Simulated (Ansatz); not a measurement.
Born–Oppenheimer molecular dynamics of a periodic cell of 30 atoms, BaTiO₃ (surface BaTiO3(110)). It goes on from the last frame of an earlier run, with new velocities.

Theory: Ansatz 0.2.0, DFT PBE, scalar-relativistic, plane waves, PAW. Settings: PAW set soft_1, cutoff 420 eV, k mesh 2x2x1, fermi-dirac smearing 0.05 eV, no spin polarisation.

```json
{
 "ensemble": "NVT, Langevin thermostat",
 "time step": "1 fs",
 "steps asked": "180",
 "set temperature": "1050 K",
 "friction": "0.01 /fs",
 "atoms held": "1, 2, 3, 4, 5, 16, 17, 18, 19, 20",
 "seed": "442142"
}
```

Frames 5 fs apart, positions in Å, forces in eV/Å.

Velocities at 10 fs (Å/ps):

```
Ba 0.00 0.00 0.00
Ti 0.00 0.00 0.00
O 0.00 0.00 0.00
O 0.00 0.00 0.00
O 0.00 0.00 0.00
Ba -0.56 -1.53 -1.71
Ti -4.10 -0.33 -0.60
O 0.01 -4.91 6.59
O -7.60 -3.83 -3.71
O -5.87 6.80 5.92
Ba -3.37 0.57 0.50
Ti 3.69 -0.03 -3.87
O 13.91 5.98 -6.98
O -2.53 5.16 -7.69
O -2.02 4.38 -8.40
Ba 0.00 0.00 0.00
Ti 0.00 0.00 0.00
O 0.00 0.00 0.00
O 0.00 0.00 0.00
O 0.00 0.00 0.00
Ba 2.34 7.17 5.30
Ti -2.17 -2.25 4.71
O -19.59 7.03 3.11
O -4.94 1.67 -6.95
O -3.56 -6.02 -1.98
Ba -0.25 0.02 6.20
Ti -2.84 0.78 -1.60
O 7.20 0.05 0.37
O -4.89 -3.23 2.05
O 11.76 5.02 0.19
```

```xyz
30
Lattice="5.6677 0.0000 0.0000 0.0000 8.0154 0.0000 0.0000 0.0000 19.0846" Properties=species:S:1:pos:R:3:forces:R:3 time_fs=10 energy_less_start_eV=0.002 T=973
Ba 2.834 2.004 1.000 0.09 -0.11 2.35
Ti 0.000 0.000 1.000 0.11 0.02 7.65
O 1.417 0.000 2.417 -1.71 0.20 -4.15
O 4.251 0.000 2.417 1.72 0.27 -3.73
O 0.000 2.004 1.000 0.04 0.09 -2.17
Ba 0.149 2.092 4.149 -0.48 -0.44 0.43
Ti 3.039 0.100 4.362 -0.92 -0.67 -2.71
O 4.343 0.301 5.431 1.29 -0.89 0.62
O 1.563 -0.029 5.246 -1.25 0.04 1.56
O 2.917 1.969 3.899 -0.16 1.39 -0.82
Ba 2.741 2.273 7.567 -0.67 -1.69 0.05
Ti -0.024 0.194 7.247 -1.44 -0.62 0.38
O 1.225 0.340 8.497 0.11 -0.39 -0.29
O 4.128 -0.087 8.165 0.41 0.70 0.28
O -0.154 2.096 6.953 0.35 0.88 -0.41
Ba 2.834 6.011 1.000 0.11 0.09 2.52
Ti 0.000 4.008 1.000 -0.30 0.03 7.24
O 1.417 4.008 2.417 -1.20 -0.16 -3.23
O 4.251 4.008 2.417 1.59 -0.35 -3.85
O 0.000 6.011 1.000 0.02 -0.09 -2.12
Ba 0.104 6.037 4.119 -0.14 0.22 0.65
Ti 2.850 3.978 4.253 1.11 0.65 1.14
O 4.327 4.108 5.315 -0.97 -0.22 -0.54
O 1.509 3.877 5.507 0.91 0.88 -1.23
O 2.974 6.026 3.630 -0.35 -0.54 0.61
Ba 2.447 6.108 7.771 1.17 0.53 0.16
Ti -0.179 4.106 7.255 -0.44 0.13 1.30
O 1.161 4.209 8.423 -0.78 -0.83 -0.22
O 4.042 3.971 8.401 1.75 1.44 -0.83
O -0.016 6.165 6.938 0.03 -0.56 -0.66
30
Lattice="5.6677 0.0000 0.0000 0.0000 8.0154 0.0000 0.0000 0.0000 19.0846" Properties=species:S:1:pos:R:3:forces:R:3 time_fs=15 energy_less_start_eV=-0.186 T=1066
Ba 2.834 2.004 1.000 0.08 -0.04 2.35
Ti 0.000 0.000 1.000 0.11 -0.02 7.56
O 1.417 0.000 2.417 -1.60 0.23 -4.04
O 4.251 0.000 2.417 1.57 0.30 -3.56
O 0.000 2.004 1.000 0.03 0.02 -2.18
Ba 0.147 2.083 4.137 -0.58 -0.25 0.49
Ti 3.013 0.091 4.347 -0.22 -0.18 -1.49
O 4.346 0.265 5.461 -0.01 -0.91 -0.65
O 1.518 -0.036 5.237 -0.39 0.22 1.11
O 2.880 2.010 3.919 0.10 0.21 -0.76
Ba 2.724 2.273 7.573 -0.50 -1.55 -0.13
Ti -0.008 0.191 7.231 -1.43 -0.43 0.39
O 1.292 0.371 8.456 -0.41 -0.55 -0.34
O 4.128 -0.048 8.126 0.60 0.52 0.42
O -0.161 2.114 6.909 0.40 0.85 -0.25
Ba 2.834 6.011 1.000 0.09 0.03 2.56
Ti 0.000 4.008 1.000 -0.24 0.07 7.45
O 1.417 4.008 2.417 -1.42 -0.19 -3.53
O 4.251 4.008 2.417 1.73 -0.41 -3.97
O 0.000 6.011 1.000 0.02 0.00 -2.14
Ba 0.114 6.074 4.144 -0.29 -0.18 0.51
Ti 2.845 3.978 4.279 0.33 0.83 -0.04
O 4.233 4.149 5.337 0.53 -0.22 0.43
O 1.488 3.892 5.464 0.20 0.83 -0.57
O 2.957 5.975 3.619 -0.38 0.17 0.56
Ba 2.446 6.108 7.800 1.26 0.54 0.20
Ti -0.199 4.107 7.252 0.21 0.01 1.55
O 1.197 4.187 8.429 -1.47 -0.74 -0.61
O 4.045 3.970 8.406 1.92 1.48 -0.85
O 0.048 6.180 6.924 -0.23 -0.63 -0.47
30
Lattice="5.6677 0.0000 0.0000 0.0000 8.0154 0.0000 0.0000 0.0000 19.0846" Properties=species:S:1:pos:R:3:forces:R:3 time_fs=20 energy_less_start_eV=-0.199 T=1027
Ba 2.834 2.004 1.000 0.07 0.01 2.36
Ti 0.000 0.000 1.000 0.09 -0.05 7.47
O 1.417 0.000 2.417 -1.48 0.22 -3.89
O 4.251 0.000 2.417 1.44 0.31 -3.44
O 0.000 2.004 1.000 0.03 -0.05 -2.19
Ba 0.151 2.070 4.125 -0.68 -0.04 0.57
Ti 2.990 0.076 4.333 -0.11 0.08 -0.43
O 4.348 0.201 5.474 -0.84 -0.67 -1.44
O 1.478 -0.044 5.264 0.65 0.48 0.44
O 2.850 2.050 3.922 0.32 -0.92 -0.68
Ba 2.704 2.272 7.581 -0.21 -1.30 -0.36
Ti -0.004 0.185 7.219 -1.16 -0.24 0.19
O 1.351 0.401 8.409 -0.91 -0.84 -0.25
O 4.144 -0.005 8.107 0.53 0.27 0.59
O -0.165 2.137 6.867 0.37 0.52 -0.16
Ba 2.834 6.011 1.000 0.09 -0.04 2.60
Ti 0.000 4.008 1.000 -0.20 0.09 7.63
O 1.417 4.008 2.417 -1.59 -0.21 -3.79
O 4.251 4.008 2.417 1.84 -0.44 -4.08
O 0.000 6.011 1.000 0.02 0.09 -2.16
Ba 0.124 6.111 4.168 -0.47 -0.64 0.38
Ti 2.841 3.980 4.292 -0.33 0.96 -0.87
O 4.159 4.185 5.364 1.69 -0.22 1.27
O 1.461 3.914 5.422 -0.28 0.71 -0.16
O 2.955 5.925 3.622 -0.46 0.91 0.37
Ba 2.446 6.108 7.829 1.25 0.47 0.20
Ti -0.220 4.098 7.256 0.89 -0.01 0.98
O 1.224 4.135 8.423 -1.66 -0.32 -0.64
O 4.076 3.975 8.396 1.42 1.39 -0.42
O 0.085 6.180 6.886 -0.34 -0.54 -0.05
30
Lattice="5.6677 0.0000 0.0000 0.0000 8.0154 0.0000 0.0000 0.0000 19.0846" Properties=species:S:1:pos:R:3:forces:R:3 time_fs=25 energy_less_start_eV=-0.104 T=871
Ba 2.834 2.004 1.000 0.07 0.06 2.37
Ti 0.000 0.000 1.000 0.06 -0.07 7.39
O 1.417 0.000 2.417 -1.37 0.22 -3.78
O 4.251 0.000 2.417 1.34 0.31 -3.39
O 0.000 2.004 1.000 0.03 -0.11 -2.19
Ba 0.154 2.053 4.119 -0.78 0.14 0.63
Ti 2.967 0.062 4.317 -0.19 0.00 0.31
O 4.329 0.115 5.472 -1.16 -0.20 -1.75
O 1.447 -0.052 5.299 1.40 0.78 -0.14
O 2.825 2.080 3.920 0.49 -1.68 -0.64
Ba 2.684 2.269 7.588 0.23 -0.92 -0.54
Ti -0.001 0.175 7.213 -0.85 -0.06 -0.36
O 1.384 0.420 8.365 -1.15 -1.14 0.03
O 4.165 0.035 8.089 0.18 0.03 0.88
O -0.168 2.162 6.832 0.29 0.01 -0.14
Ba 2.834 6.011 1.000 0.09 -0.09 2.65
Ti 0.000 4.008 1.000 -0.17 0.11 7.76
O 1.417 4.008 2.417 -1.69 -0.21 -3.98
O 4.251 4.008 2.417 1.90 -0.46 -4.15
O 0.000 6.011 1.000 0.01 0.15 -2.19
Ba 0.132 6.146 4.188 -0.65 -1.12 0.21
Ti 2.832 3.980 4.295 -0.42 1.20 -0.88
O 4.112 4.223 5.396 1.87 -0.33 1.47
O 1.418 3.938 5.374 -0.32 0.58 -0.03
O 2.951 5.890 3.640 -0.54 1.46 0.05
Ba 2.441 6.105 7.856 1.26 0.42 0.14
Ti -0.235 4.092 7.256 1.56 0.08 -0.25
O 1.226 4.083 8.396 -1.34 0.10 -0.34
O 4.133 3.998 8.387 0.17 1.13 0.39
O 0.108 6.180 6.834 -0.33 -0.40 0.50
30
Lattice="5.6677 0.0000 0.0000 0.0000 8.0154 0.0000 0.0000 0.0000 19.0846" Properties=species:S:1:pos:R:3:forces:R:3 time_fs=30 energy_less_start_eV=0.075 T=880
Ba 2.834 2.004 1.000 0.06 0.09 2.35
Ti 0.000 0.000 1.000 0.02 -0.09 7.35
O 1.417 0.000 2.417 -1.31 0.24 -3.71
O 4.251 0.000 2.417 1.30 0.34 -3.41
O 0.000 2.004 1.000 0.03 -0.15 -2.20
Ba 0.152 2.039 4.117 -0.86 0.31 0.65
Ti 2.942 0.053 4.299 -0.17 -0.20 0.43
O 4.294 0.037 5.446 -0.92 0.23 -1.46
O 1.444 -0.056 5.326 1.44 0.99 -0.32
O 2.804 2.096 3.923 0.56 -2.07 -0.64
Ba 2.665 2.265 7.595 0.73 -0.58 -0.69
Ti -0.002 0.162 7.198 -0.88 0.07 -0.54
O 1.398 0.431 8.318 -1.34 -1.44 0.23
O 4.176 0.079 8.096 0.16 -0.17 0.82
O -0.172 2.183 6.799 0.23 -0.62 -0.19
Ba 2.834 6.011 1.000 0.09 -0.12 2.69
Ti 0.000 4.008 1.000 -0.14 0.12 7.84
O 1.417 4.008 2.417 -1.75 -0.23 -4.10
O 4.251 4.008 2.417 1.92 -0.48 -4.17
O 0.000 6.011 1.000 0.01 0.20 -2.22
Ba 0.137 6.181 4.206 -0.81 -1.57 -0.05
Ti 2.821 3.971 4.292 -0.24 1.64 -0.53
O 4.082 4.247 5.424 1.56 -0.48 1.25
O 1.379 3.981 5.335 -0.21 0.31 -0.08
O 2.946 5.872 3.646 -0.57 1.71 -0.19
Ba 2.437 6.102 7.880 1.26 0.37 0.05
Ti -0.247 4.090 7.249 2.45 0.31 -2.09
O 1.216 4.035 8.350 -0.71 0.48 0.20
O 4.197 4.033 8.371 -1.65 0.85 1.76
O 0.117 6.162 6.785 -0.29 -0.04 1.00
30
Lattice="5.6677 0.0000 0.0000 0.0000 8.0154 0.0000 0.0000 0.0000 19.0846" Properties=species:S:1:pos:R:3:forces:R:3 time_fs=35 energy_less_start_eV=0.109 T=947
Ba 2.834 2.004 1.000 0.07 0.09 2.34
Ti 0.000 0.000 1.000 -0.02 -0.10 7.36
O 1.417 0.000 2.417 -1.34 0.26 -3.73
O 4.251 0.000 2.417 1.36 0.35 -3.53
O 0.000 2.004 1.000 0.03 -0.16 -2.20
Ba 0.142 2.027 4.114 -0.89 0.41 0.67
Ti 2.916 0.045 4.285 -0.29 -0.44 -0.20
O 4.235 -0.040 5.407 0.07 0.55 -0.56
O 1.465 -0.052 5.343 0.76 1.05 -0.12
O 2.802 2.079 3.916 0.48 -1.62 -0.52
Ba 2.650 2.264 7.602 1.21 -0.43 -0.77
Ti -0.005 0.143 7.186 -1.18 0.21 -0.73
O 1.385 0.436 8.267 -1.17 -1.62 0.56
O 4.192 0.136 8.123 0.11 -0.40 0.67
O -0.200 2.182 6.770 0.23 -0.84 -0.30
Ba 2.834 6.011 1.000 0.09 -0.13 2.74
Ti 0.000 4.008 1.000 -0.14 0.14 7.87
O 1.417 4.008 2.417 -1.73 -0.27 -4.10
O 4.251 4.008 2.417 1.88 -0.47 -4.13
O 0.000 6.011 1.000 0.02 0.20 -2.23
Ba 0.141 6.216 4.223 -0.92 -1.90 -0.35
Ti 2.802 3.957 4.295 0.03 2.05 -0.03
O 4.063 4.267 5.453 0.89 -0.68 0.63
O 1.337 4.034 5.322 0.19 -0.13 -0.38
O 2.925 5.882 3.652 -0.54 1.45 -0.31
Ba 2.432 6.100 7.904 1.30 0.35 -0.01
Ti -0.249 4.095 7.230 2.13 0.33 -2.90
O 1.195 3.993 8.291 -0.07 0.75 0.79
O 4.226 4.087 8.373 -2.28 0.68 2.16
O 0.117 6.133 6.758 -0.27 0.33 1.30
30
Lattice="5.6677 0.0000 0.0000 0.0000 8.0154 0.0000 0.0000 0.0000 19.0846" Properties=species:S:1:pos:R:3:forces:R:3 time_fs=40 energy_less_start_eV=0.064 T=944
Ba 2.834 2.004 1.000 0.07 0.07 2.35
Ti 0.000 0.000 1.000 -0.06 -0.11 7.41
O 1.417 0.000 2.417 -1.46 0.30 -3.83
O 4.251 0.000 2.417 1.51 0.35 -3.72
O 0.000 2.004 1.000 0.03 -0.12 -2.21
Ba 0.134 2.019 4.109 -0.93 0.42 0.63
Ti 2.891 0.036 4.272 -0.51 -0.54 -1.41
O 4.162 -0.092 5.370 1.63 0.57 0.70
O 1.503 -0.028 5.357 -0.48 0.89 0.37
O 2.809 2.040 3.899 0.33 -0.46 -0.33
Ba 2.640 2.263 7.606 1.60 -0.43 -0.74
Ti -0.012 0.128 7.168 -1.67 0.32 -0.86
O 1.350 0.437 8.221 -0.58 -1.60 0.98
O 4.221 0.194 8.171 -0.03 -0.59 0.46
O -0.232 2.165 6.729 0.27 -0.57 -0.33
Ba 2.834 6.011 1.000 0.08 -0.11 2.77
Ti 0.000 4.008 1.000 -0.15 0.17 7.89
O 1.417 4.008 2.417 -1.66 -0.31 -4.00
O 4.251 4.008 2.417 1.80 -0.44 -4.03
O 0.000 6.011 1.000 0.02 0.16 -2.25
Ba 0.150 6.245 4.240 -1.04 -1.96 -0.58
Ti 2.781 3.955 4.300 0.32 2.19 0.31
O 4.056 4.299 5.472 0.13 -0.91 -0.05
O 1.297 4.101 5.323 0.73 -0.64 -0.68
O 2.895 5.930 3.645 -0.49 0.82 -0.29
Ba 2.428 6.096 7.928 1.32 0.37 -0.03
Ti -0.239 4.103 7.196 0.87 0.19 -1.82
O 1.185 3.960 8.262 -0.10 0.92 0.87
O 4.227 4.158 8.395 -1.34 0.42 1.05
O 0.108 6.099 6.753 -0.21 0.64 1.36
```

Of the whole run (180 fs, mean temperature of the second half 953 K): A run of 0.18 ps of so small a system gives no equilibrium averages. Limits of this set-up: coarse k mesh, thin slab, slab without dipole correction, a typed lattice constant that wasn't relaxed here.

Run time: 33 min on 4 threads of Arm Neoverse V2, on a shared host, peak memory 2.9 GiB.
